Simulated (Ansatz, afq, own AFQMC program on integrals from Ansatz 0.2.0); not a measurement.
# GeHO+ (triplet): AFQMC on the coupled-cluster ladder, cc-pVTZ

How near does AFQMC come to the top of the ladder for GeHO+ (triplet)?

The runs use Ansatz 0.2.0, Gaussian basis, and an in-house AFQMC program (afq) on its integrals; all values are calculated; cc-pVTZ, frozen cores.

Plan: PBE (unrestricted); CCSD(T) on UHF; r2SCAN (unrestricted); PBE0 (unrestricted); B3LYP (unrestricted); CCSDT(Q) on UHF; wB97M-V (unrestricted); B2PLYP (unrestricted); Phaseless AFQMC, CISD trial on UHF.

## 1. The system

The geometry is a PBE0/def2-TZVP stationary point (not a proven minimum) of the parent state, kept for this charge and spin. No spin-orbit coupling is included. The filled d shell of Ge may be among the frozen orbitals whatever the setting's name suggests; the logs give the count.

3 atoms, charge 1, spin multiplicity 3.

Atoms are counted from 1 here; the program's logs count them from 0.

Bond lengths: Ge1–O2 1.855 Å, Ge1–H3 1.563 Å. Angles: O2–Ge1–H3 114.5°.

## 2. PBE (unrestricted)

in.yaml reads:

```yaml
crystal:
  periodic: [false, false, false]
  atoms:
    - {symbol: Ge, position_ang: [0.000000, -0.037540, 0.321995]}
    - {symbol: O, position_ang: [0.000000, 0.086176, -1.528961]}
    - {symbol: H, position_ang: [0.000000, 1.337542, 1.064259]}
basis:
  gaussian: {orbitals: cc-pVTZ}
total_charge: 1
magnetization: {spin_polarized: true, initial_magnetization: 2}
hamiltonian: {xc: {name: PBE}}
output: {orbitals: {seedname: orbitals}}
```

The run is started by

```sh
$ ansatz run in.yaml --threads 1 --pin off --events-out ev --progress --plain --max-ram 8192MiB --backend cpu
```

Output:

```text
Functional definition: PBE
  name "PBE"
  cite "Perdew, Burke & Ernzerhof, Phys. Rev. Lett. 77, 3865 (1996) doi:10.1103/PhysRevLett.77.3865"
  parent pbe
  parameter kappa = 0.804
  parameter beta = 0.06672455060314922
  exchange = pbe_x(kappa = kappa, mu = beta*pi^2/3)
  correlation = pbe_c(beta = beta)
584 factors; their error is unknown
mean field evaluation 1: about -58517.4941 eV, gradient 9.8e1 eV
mean field evaluation 2: about -58188.5410 eV, gradient 1.6e2 eV
mean field evaluation 4: about -58558.5508 eV, gradient 1.9e1 eV
mean field evaluation 8: about -58560.3116 eV, gradient 9.8e-1 eV
mean field evaluation 16: about -58560.3085 eV, gradient 8.7e-4 eV
mean field evaluation 32: about -58560.1521 eV, gradient 1.0e-1 eV
mean field -58560.30853141 eV, -2152.0516449264 hartree, gradient 6.0e-6 eV, S^2 2.006832; 4 other end points of the search recorded, 0 dependent functions left out
reference -58560.30856335 eV, -2152.0516461002 hartree; 21, 19 occupied and 66, 68 virtual orbitals, 584 factors
Total energy: -58560.30856335 eV, -2152.0516461002 hartree
```

Run time: 6 s. Hardware: 1 thread of AMD EPYC 7R13 (Zen 3), shared host; peak memory 1.7 GiB.

From the report: ⟨S²⟩ of the determinant 2.007 (pure triplet: 2.00).

## 3. CCSD(T) on UHF

in.yaml, as its differences from that of step 2:

```diff
@@ -10,3 +10,2 @@
 magnetization: {spin_polarized: true, initial_magnetization: 2}
-hamiltonian: {xc: {name: PBE}}
-output: {orbitals: {seedname: orbitals}}
+correlation: {method: ccsd_t, electrons: outside_noble_gas, hamiltonian_folder: ham}
```

The run is started by

```sh
$ ansatz run in.yaml --threads 1 --pin off --events-out ev --progress --plain --max-ram 24576MiB --backend cuda --devices 0, --max-vram 18GiB
```

Output, cut to the lines that bear on the results:

```text
Functional definition: HF
  name "HF"
  cite "Fock, Z. Phys. 61, 126 (1930) doi:10.1007/BF01340294"
  parent pbe
[...]
542 factors; integrals over basis functions are off by at most 1.2e-3 eV
[...]
mean field -58517.97794494 eV, -2150.4960245663 hartree, gradient 3.2e-6 eV, S^2 2.041220; 16 other end points of the search recorded, 0 dependent functions left out
determinant -58517.97794494 eV, -2150.4960245663 hartree, with singles and doubles -58525.60718920 eV, -2150.7763941217 hartree
determinant -58517.80806237 eV, -2150.4897814972 hartree, with singles and doubles -58525.42807823 eV, -2150.7698119152 hartree
determinant -58515.81066103 eV, -2150.4163783518 hartree, with singles and doubles -58523.68659932 eV, -2150.7058137455 hartree
determinant -58515.59662817 eV, -2150.4085127894 hartree, with singles and doubles -58522.74337210 eV, -2150.6711507845 hartree
[...]
determinant -58514.91336916 eV, -2150.3834034839 hartree, with singles and doubles -58522.47176210 eV, -2150.6611693012 hartree
determinant -58514.85344159 eV, -2150.3812011862 hartree, with singles and doubles -58522.40570400 eV, -2150.6587417107 hartree
determinant -58517.97794494 eV, -2150.4960245663 hartree, with singles and doubles -58525.56147426 eV, -2150.7747141287 hartree
determinant -58517.80806237 eV, -2150.4897814972 hartree, with singles and doubles -58525.37823175 eV, -2150.7679800907 hartree
15 core orbitals not correlated: weight in the atoms' cores, before any rotation towards them, 0.997 or more for the frozen orbitals, at most 0.005 for the correlated occupied ones
reference -58517.97794494 eV, -2150.4960245663 hartree; 6, 4 occupied and 66, 68 virtual orbitals, 542 factors
second order -6.93797457 eV of doubles, -0.00000000 eV of singles
cycle   1  -7.58352874 eV  change    5.9e-7 eV  update   2.4e-6
perturbative correction -0.29972955 eV, -0.0110148578 hartree
Total energy: -58525.86120322 eV, -2150.7857289650 hartree
```

Run time: 15 s. Hardware: 1 × NVIDIA H100 80GB HBM3 with 1 thread of AMD EPYC 7R13 (Zen 3), shared host; peak host memory 1.7 GiB.

From the report: ⟨S²⟩ of the determinant 2.041 (pure triplet: 2.00); correlation -7.8833 eV; T1 0.028; largest double amplitude 0.04.

This run also writes the integrals to the folder ham.

## 4. r2SCAN (unrestricted)

in.yaml, as its differences from that of step 3:

```diff
@@ -10,2 +10,2 @@
 magnetization: {spin_polarized: true, initial_magnetization: 2}
-correlation: {method: ccsd_t, electrons: outside_noble_gas, hamiltonian_folder: ham}
+hamiltonian: {xc: {name: r2SCAN}}
```

The run is started by

```sh
$ ansatz run in.yaml --threads 1 --pin off --events-out ev --progress --plain --max-ram 8192MiB --backend cpu
```

Output, cut to the lines that bear on the results:

```text
Functional definition: r2SCAN
  name "r2SCAN"
  cite "Furness, Kaplan, Ning, Perdew & Sun, J. Phys. Chem. Lett. 11, 8208 (2020) doi:10.1021/acs.jpclett.0c02405"
  cite "Furness, Kaplan, Ning, Perdew & Sun, J. Phys. Chem. Lett. 11, 9248 (2020) doi:10.1021/acs.jpclett.0c03077"
  parent r2scan
[...]
584 factors; their error is unknown
[...]
mean field -58569.71895174 eV, -2152.3974714952 hartree, gradient 9.5e-6 eV, S^2 2.015182; 4 other end points of the search recorded, 0 dependent functions left out
reference -58569.71896335 eV, -2152.3974719217 hartree; 21, 19 occupied and 66, 68 virtual orbitals, 584 factors
Total energy: -58569.71896335 eV, -2152.3974719217 hartree
```

Wall time 13 s (1 thread of AMD EPYC 7R13 (Zen 3), shared host); peak memory 1.7 GiB.

From the report: ⟨S²⟩ of the determinant 2.015 (pure triplet: 2.00).

## 5. PBE0 (unrestricted)

in.yaml, as its differences from that of step 4:

```diff
@@ -10,2 +10,3 @@
 magnetization: {spin_polarized: true, initial_magnetization: 2}
-hamiltonian: {xc: {name: r2SCAN}}
+hamiltonian: {xc: {name: PBE0}}
+output: {orbitals: {seedname: orbitals}}
```

The command is unchanged.

Output:

```text
Functional definition: PBE0
  name "PBE0"
  cite "Adamo & Barone, J. Chem. Phys. 110, 6158 (1999) doi:10.1063/1.478522"
  cite "Perdew, Burke & Ernzerhof, Phys. Rev. Lett. 77, 3865 (1996) doi:10.1103/PhysRevLett.77.3865"
  parent pbe
  parameter a = 0.25
  parameter kappa = 0.804
  parameter beta = 0.06672455060314922
  exchange = (1 - a)*pbe_x(kappa = kappa, mu = beta*pi^2/3) + a*exact_x
  correlation = pbe_c(beta = beta)
641 factors; their error is unknown
mean field evaluation 1: about -58526.9583 eV, gradient 8.6e1 eV
mean field evaluation 2: about -58285.2582 eV, gradient 1.6e2 eV
mean field evaluation 4: about -58556.9229 eV, gradient 2.8e1 eV
mean field evaluation 8: about -58561.3708 eV, gradient 6.0e-1 eV
mean field evaluation 16: about -58561.5970 eV, gradient 2.1e-3 eV
mean field evaluation 32: about -58561.4131 eV, gradient 5.7e0 eV
mean field -58561.59700138 eV, -2152.0989953245 hartree, gradient 6.3e-6 eV, S^2 2.011838; 1 other end points of the search recorded, 0 dependent functions left out
reference -58561.59702532 eV, -2152.0989962043 hartree; 21, 19 occupied and 66, 68 virtual orbitals, 641 factors
Total energy: -58561.59702532 eV, -2152.0989962043 hartree
```

Run time: 5.5 s. Hardware: 1 thread of AMD EPYC 7R13 (Zen 3), shared host; peak memory 1.7 GiB.

From the report: ⟨S²⟩ of the determinant 2.012 (pure triplet: 2.00).

## 6. B3LYP (unrestricted)

in.yaml, as its differences from that of step 5:

```diff
@@ -10,3 +10,2 @@
 magnetization: {spin_polarized: true, initial_magnetization: 2}
-hamiltonian: {xc: {name: PBE0}}
-output: {orbitals: {seedname: orbitals}}
+hamiltonian: {xc: {name: B3LYP}}
```

Launched as before.

Output, cut to the lines that bear on the results:

```text
Functional definition: B3LYP
  name "B3LYP"
  cite "Stephens, Devlin, Chabalowski & Frisch, J. Phys. Chem. 98, 11623 (1994) doi:10.1021/j100096a001"
  cite "Becke, Phys. Rev. A 38, 3098 (1988) doi:10.1103/PhysRevA.38.3098"
  cite "Lee, Yang & Parr, Phys. Rev. B 37, 785 (1988) doi:10.1103/PhysRevB.37.785"
  cite "Vosko, Wilk & Nusair, Can. J. Phys. 58, 1200 (1980) doi:10.1139/p80-159"
[...]
641 factors; their error is unknown
[...]
mean field -58572.24673144 eV, -2152.4903656857 hartree, gradient 9.1e-6 eV, S^2 2.011660; 1 other end points of the search recorded, 0 dependent functions left out
reference -58572.24691699 eV, -2152.4903725045 hartree; 21, 19 occupied and 66, 68 virtual orbitals, 641 factors
Total energy: -58572.24691699 eV, -2152.4903725045 hartree
```

Run time: 5.5 s. Hardware: 1 thread of AMD EPYC 7R13 (Zen 3), shared host; peak memory 1.7 GiB.

From the report: ⟨S²⟩ of the determinant 2.012 (pure triplet: 2.00).

## 7. CCSDT(Q) on UHF

in.yaml, as its differences from that of step 6:

```diff
@@ -10,2 +10,2 @@
 magnetization: {spin_polarized: true, initial_magnetization: 2}
-hamiltonian: {xc: {name: B3LYP}}
+correlation: {method: ccsdt_q, electrons: outside_noble_gas}
```

The run is started by

```sh
$ ansatz run in.yaml --threads 1 --pin off --events-out ev --progress --plain --max-ram 24576MiB --backend cuda --devices 0, --max-vram 18GiB
```

Output, cut to the lines that bear on the results:

```text
Functional definition: HF
  name "HF"
  cite "Fock, Z. Phys. 61, 126 (1930) doi:10.1007/BF01340294"
  parent pbe
[...]
1025 factors; integrals over basis functions are off by at most 2.3e-7 eV
[...]
mean field -58517.97802553 eV, -2150.4960275281 hartree, gradient 2.8e-6 eV, S^2 2.041221; 16 other end points of the search recorded, 0 dependent functions left out
determinant -58517.97802553 eV, -2150.4960275281 hartree, with singles and doubles -58525.60728503 eV, -2150.7763976433 hartree
determinant -58517.80814249 eV, -2150.4897844416 hartree, with singles and doubles -58525.42817292 eV, -2150.7698153949 hartree
determinant -58515.81074329 eV, -2150.4163813748 hartree, with singles and doubles -58523.68669373 eV, -2150.7058172149 hartree
determinant -58515.59671247 eV, -2150.4085158874 hartree, with singles and doubles -58522.74347506 eV, -2150.6711545683 hartree
[...]
determinant -58514.85352480 eV, -2150.3812042443 hartree, with singles and doubles -58522.40578897 eV, -2150.6587448331 hartree
determinant -58517.97802553 eV, -2150.4960275281 hartree, with singles and doubles -58525.56155184 eV, -2150.7747169797 hartree
determinant -58517.80814249 eV, -2150.4897844416 hartree, with singles and doubles -58525.37830857 eV, -2150.7679829138 hartree
15 core orbitals not correlated: weight in the atoms' cores, before any rotation towards them, 0.997 or more for the frozen orbitals, at most 0.005 for the correlated occupied ones
reference -58517.97802553 eV, -2150.4960275281 hartree; 6, 4 occupied and 66, 68 virtual orbitals, 1025 factors
second order -6.93799356 eV of doubles, -0.00000000 eV of singles
cycle   1  -7.22535602 eV  change   -2.9e-1 eV  update   9.8e-2
[...]
cycle  31  -7.92507695 eV  change   -1.5e-7 eV  update   8.4e-7
perturbative correction -0.02431849 eV, -0.0008936882 hartree
Total energy: -58525.92742098 eV, -2150.7881624224 hartree
```

It took 23 s on 1 × NVIDIA H100 80GB HBM3 with 1 thread of AMD EPYC 7R13 (Zen 3), shared host; peak host memory 1.7 GiB.

From the report: ⟨S²⟩ of the determinant 2.041 (pure triplet: 2.00); correlation -7.9494 eV; T1 0.032; largest double amplitude 0.05.

## 8. wB97M-V (unrestricted)

in.yaml, as its differences from that of step 7:

```diff
@@ -10,2 +10,3 @@
 magnetization: {spin_polarized: true, initial_magnetization: 2}
-correlation: {method: ccsdt_q, electrons: outside_noble_gas}
+hamiltonian: {xc: {name: wB97M-V}}
+output: {orbitals: {seedname: orbitals}}
```

The run is started by

```sh
$ ansatz run in.yaml --threads 1 --pin off --events-out ev --progress --plain --max-ram 8192MiB --backend cpu
```

Output, cut to the lines that bear on the results:

```text
Functional definition: wB97M-V
  name "wB97M-V"
  cite "Mardirossian & Head-Gordon, J. Chem. Phys. 144, 214110 (2016) doi:10.1063/1.4952647"
  cite "Becke, J. Chem. Phys. 107, 8554 (1997) doi:10.1063/1.475007"
  cite "Vydrov & Van Voorhis, J. Chem. Phys. 133, 244103 (2010) doi:10.1063/1.3521275"
  # Of w^i u^j: cxij and so on, Table III.
[...]
  gx(w, u) = 1 - cx + cx01*u + cx10*w
  gss(w, u) = css00 + css04*u^4 + css10*w + css20*w^2 + css43*w^4*u^3
  gos(w, u) = cos00 + cos10*w + (cos20 + cos21*u)*w^2 + (cos60 + cos61*u)*w^6
[...]
      + integral(e_c_pw_mod_opposite_spin*gos(b97_w_opposite, b97_u_opposite)) + vv10(b, c)
634 factors; their error is unknown
119 factors; integrals over basis functions are off by at most 2.8e-5 eV
[...]
mean field -58567.20135208 eV, -2152.3049514142 hartree, gradient 5.4e-6 eV, S^2 2.013778; 1 other end points of the search recorded, 0 dependent functions left out
reference -58567.20138702 eV, -2152.3049526981 hartree; 21, 19 occupied and 66, 68 virtual orbitals, 634 factors
Total energy: -58567.20138702 eV, -2152.3049526981 hartree
```

Wall time 18 s (1 thread of AMD EPYC 7R13 (Zen 3), shared host); peak memory 1.7 GiB.

From the report: ⟨S²⟩ of the determinant 2.014 (pure triplet: 2.00).

## 9. B2PLYP (unrestricted)

in.yaml, as its differences from that of step 8:

```diff
@@ -10,3 +10,3 @@
 magnetization: {spin_polarized: true, initial_magnetization: 2}
-hamiltonian: {xc: {name: wB97M-V}}
-output: {orbitals: {seedname: orbitals}}
+hamiltonian: {xc: {name: B2PLYP}}
+correlation: {electrons: outside_noble_gas}
```

Same command.

Output, cut to the lines that bear on the results:

```text
Functional definition: B2PLYP
  name "B2PLYP"
  cite "Grimme, J. Chem. Phys. 124, 034108 (2006) doi:10.1063/1.2148954"
  cite "Becke, Phys. Rev. A 38, 3098 (1988) doi:10.1103/PhysRevA.38.3098"
  cite "Lee, Yang & Parr, Phys. Rev. B 37, 785 (1988) doi:10.1103/PhysRevB.37.785"
[...]
542 factors; integrals over basis functions are off by at most 1.2e-3 eV
[...]
mean field -58556.14959581 eV, -2151.8988068622 hartree, gradient 3.0e-6 eV, S^2 2.021818; 2 other end points of the search recorded, 0 dependent functions left out
15 core orbitals not correlated: weight in the atoms' cores, before any rotation towards them, 0.996 or more for the frozen orbitals, at most 0.006 for the correlated occupied ones
reference -58556.14971286 eV, -2151.8988111637 hartree; 6, 4 occupied and 66, 68 virtual orbitals, 542 factors
second order -8.76293227 eV of doubles, -0.00000000 eV of singles
Total energy: -58558.51570457 eV, -2151.9857597555 hartree
```

Run time: 7.5 s. Hardware: 1 thread of AMD EPYC 7R13 (Zen 3), shared host; peak memory 1.8 GiB.

From the report: ⟨S²⟩ of the determinant 2.022 (pure triplet: 2.00).

## 10. Phaseless AFQMC, CISD trial on UHF

It reads the integrals that the CCSD(T) run on this determinant wrote.

The run is started by

```sh
$ afq ham --method phaseless --trial cisd --walkers 1200 --populations 20 --least-time 60 --time-step 0.005 --steps-per-block 50 --equilibration-blocks 28 --max-blocks 4000 --target-error 0.00019 --factor-cut 1e-05 --start spin_pure --seed 7790 --release-times 0.24,0.5,1,1.5 --release-step 0.02 --release-every 3 --taylor-order 6
```

Output:

```text
orbitals 72  electrons 6 4  factors 493 of 542
reference energy -2150.49602457 Eh
CCSD correlation -0.27868933 Eh in 16 cycles, weight of the determinant in the CISD state 0.8893
energy of the start -2150.773056 Eh
 block  time / (1/Eh)  mean weight  energy / Eh
     1     0.250  1.0001  -2150.773845
     2     0.500  0.9998  -2150.778303
     3     0.750  0.9998  -2150.779728
     4     1.000  0.9998  -2150.782753
     5     1.250  0.9991  -2150.783213
     6     1.500  0.9993  -2150.783950
     7     1.750  1.0002  -2150.784397
     8     2.000  1.0000  -2150.784325
     9     2.250  1.0002  -2150.787737
    10     2.500  1.0000  -2150.786389
    13     3.250  1.0002  -2150.785533
    17     4.250  0.9992  -2150.786183
    21     5.250  0.9991  -2150.786558
    25     6.250  0.9998  -2150.787672
    29     7.250  1.0001  -2150.787818
    33     8.250  1.0000  -2150.788401
    37     9.250  0.9998  -2150.784821
    41    10.250  1.0004  -2150.787580
    45    11.250  1.0003  -2150.786707
    49    12.250  1.0000  -2150.787981
    53    13.250  1.0003  -2150.787589
    57    14.250  1.0000  -2150.786133
    61    15.250  1.0000  -2150.787567
    65    16.250  1.0001  -2150.788997
    69    17.250  1.0000  -2150.783630
    73    18.250  1.0001  -2150.786839
    77    19.250  1.0003  -2150.785171
    81    20.250  0.9989  -2150.788614
    85    21.250  1.0005  -2150.785674
    89    22.250  1.0009  -2150.784575
    93    23.250  1.0005  -2150.786580
    97    24.250  0.9994  -2150.787609
   101    25.250  0.9999  -2150.785911
   105    26.250  1.0005  -2150.787899
   109    27.250  0.9998  -2150.785359
   113    28.250  1.0000  -2150.785681
   117    29.250  1.0008  -2150.788881
   121    30.250  1.0000  -2150.786732
   125    31.250  0.9991  -2150.788228
   129    32.250  0.9999  -2150.788360
   133    33.250  0.9995  -2150.787891
   137    34.250  0.9989  -2150.787032
   141    35.250  1.0009  -2150.785391
   145    36.250  0.9998  -2150.783682
   149    37.250  0.9999  -2150.787743
   153    38.250  1.0006  -2150.786751
   157    39.250  1.0009  -2150.785702
   161    40.250  0.9994  -2150.786093
   165    41.250  1.0007  -2150.787478
   169    42.250  0.9989  -2150.785122
   173    43.250  0.9992  -2150.786496
   177    44.250  0.9992  -2150.785648
error from the spread of 20 populations
released: time / (1/Eh)  energy / Eh  error  mean overlap
  0.24  -2150.786694  0.000156  1.0029
  0.50  -2150.787271  0.000152  1.0022
  1.00  -2150.787547  0.000163  0.9981
  1.50  -2150.787804  0.000190  1.0024
energy -2150.786518 +/- 0.000184 Eh
```

Wall time 74 s (1 × NVIDIA H100 80GB HBM3 with 2 threads of AMD EPYC 7R13 (Zen 3), shared host); peak host memory 1.8 GiB.

Energy -58525.8827 ± 0.0050 eV. Caveats: constraint bias not in the error.

## 11. All levels side by side

On the UHF determinant, counted from CCSDT(Q) (a yardstick, not exact):

```csv
level,energy (eV),from CCSDT(Q) (kcal/mol),statistical error (kcal/mol),time
HF,-58517.9779,+183.32,,
MP2,-58524.9159,+23.33,,
CCSD,-58525.5615,+8.44,,
CCSD(T),-58525.8612,+1.53,,
CCSDT(Q),-58525.9274,0.00,,
"Phaseless AFQMC, CISD trial, step 0.005, 1200 walkers",-58525.8827,+1.03,0.12,74 s
```

The functionals' totals stand on their own zeros and serve differences with other points: PBE -58560.309 eV; r2SCAN -58569.719 eV; PBE0 -58561.597 eV; B3LYP -58572.247 eV; wB97M-V -58567.201 eV; B2PLYP -58558.516 eV.

## 12. Outcome

| quantity | value |
| --- | --- |
| CCSD(T) on UHF from CCSDT(Q) | +1.53 kcal/mol |
| Phaseless AFQMC, CISD trial on UHF from CCSDT(Q) | +1.03 ± 0.12 kcal/mol |

On UHF the phaseless walk with the CISD trial lies +1.03 kcal/mol from CCSDT(Q), 9 times its error bar. Error bars are statistical and leave out the constraint, the time step and what remains of the start.
